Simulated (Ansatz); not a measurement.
# Si2C3: the cost of one run

Method: DFT PBE, scalar-relativistic, plane waves, PAW, in Ansatz 0.2.0.

## (1) Starting point

Symmetry: P4/mbm, No. 127, tetragonal system. Conventional cell: a = 6.550 Å, b = 6.550 Å, c = 3.671 Å, α = 90.00°, β = 90.00°, γ = 90.00°. Si (site symmetry m2m) is surrounded by 1 Si at 2.02 Å. C (site symmetry m2m) is surrounded by 6 Si at 2.65 to 2.71 Å and 4 C at 3.03 Å. Around C (site symmetry 4/m) lie 4 Si at 2.66 Å and 8 C at 3.03 Å.

As a file:

```cif
data_structure
_symmetry_space_group_name_H-M 'P 1'
_symmetry_Int_Tables_number 1
_cell_length_a 6.5505
_cell_length_b 6.5505
_cell_length_c 3.6713
_cell_angle_alpha 90.000
_cell_angle_beta 90.000
_cell_angle_gamma 90.000
_cell_volume 157.53
loop_
_atom_site_label
_atom_site_type_symbol
_atom_site_fract_x
_atom_site_fract_y
_atom_site_fract_z
_atom_site_occupancy
Si1 Si 0.10905 0.60905 0.00000 1
Si2 Si 0.39095 0.10905 0.00000 1
Si3 Si 0.60905 0.89095 0.00000 1
Si4 Si 0.89095 0.39095 0.00000 1
C1 C 0.17595 0.32405 0.50000 1
C2 C 0.32405 0.82405 0.50000 1
C3 C 0.82405 0.67595 0.50000 1
C4 C 0.67595 0.17595 0.50000 1
C5 C 0.00000 0.00000 0.00000 1
C6 C 0.50000 0.50000 0.00000 1
```

A structure generator made this guess: species swapped into a database cell of La3Si2 (P4/mbm, No. 127), with C on the La sites. The dimensions are guesses.

## (2) Probe: one point on a coarse mesh

input.yaml reads:

```yaml
crystal:
  lattice:
    - [6.55048091, 0.0, 0.0]
    - [0.0, 6.55048091, 0.0]
    - [0.0, 0.0, 3.67127889]
  atoms:
    - { symbol: Si, position: [0.10904643, 0.60904643, 0.0] }
    - { symbol: Si, position: [0.39095357, 0.10904643, 0.0] }
    - { symbol: Si, position: [0.60904643, 0.89095357, 0.0] }
    - { symbol: Si, position: [0.89095357, 0.39095357, 0.0] }
    - { symbol: C, position: [0.17594739, 0.32405261, 0.5] }
    - { symbol: C, position: [0.32405261, 0.82405261, 0.5] }
    - { symbol: C, position: [0.82405261, 0.67594739, 0.5] }
    - { symbol: C, position: [0.67594739, 0.17594739, 0.5] }
    - { symbol: C, position: [0.0, 0.0, 0.0] }
    - { symbol: C, position: [0.5, 0.5, 0.0] }
basis:
  ecutwfc: 420
kpoints:
  mp_grid: { grid: [4, 4, 6] }
hamiltonian:
  xc: pbe
scf:
  occupations: { method: gaussian, width: 0.1 }
  lower_state_search: "off"
output:
  forces: true
  stress: true
  eigenvalues: true
```

Command:

```console
ansatz run input.yaml --threads 1 --pin off --max-ram 2560MiB --backend cpu --events-out ev --progress --plain --runs-dir out
```

**Question.** How long does this run take on 1 thread of AMD EPYC (Zen 3), shared host, and how much memory does it need?

About 13 s, with a peak of 0.42 GiB.
